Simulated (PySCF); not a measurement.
# C4H6BN: the cost of one run

Programs: PySCF 2.14.0, with routines of our own; each step states its level. All values are computed. Atoms count from 0.

### 1 The system as given

12 atoms, charge 0, multiplicity 1; geometry from: GFN2-xTB.

### 2 Optimising the geometry at PBE0-D3(BJ)/def2-TZVP

Job settings and geometry (Å):

```
{"job": {"xc": "PBE0", "basis": "def2-TZVP", "d3": "d3bj", "grid": 2, "kind": "geom"}, "charge": 0, "multiplicity": 1}
N      2.078887     0.049192     0.168654
C      0.722374    -0.001651     0.047273
C     -0.048998    -1.108785     0.073608
C     -1.452436    -0.732102    -0.017526
C     -1.647129     0.607824    -0.106271
B     -0.270659     1.273180    -0.066022
H      2.552724     0.899605    -0.079056
H      2.610466    -0.804315     0.100420
H      0.279990    -2.131963     0.148494
H     -2.232489    -1.480815    -0.013008
H     -2.634895     1.033256    -0.181021
H      0.043364     2.395887    -0.101571
```

Run with:

```console
OMP_NUM_THREADS=1 python excited_run.py task.json out
```

This one command runs all jobs of the session in turn.

Q: Estimate the wall time and peak memory of this first job on 1 thread of Arm Neoverse V2, shared host.

About 2.1 min, with a peak of 0.93 GiB.
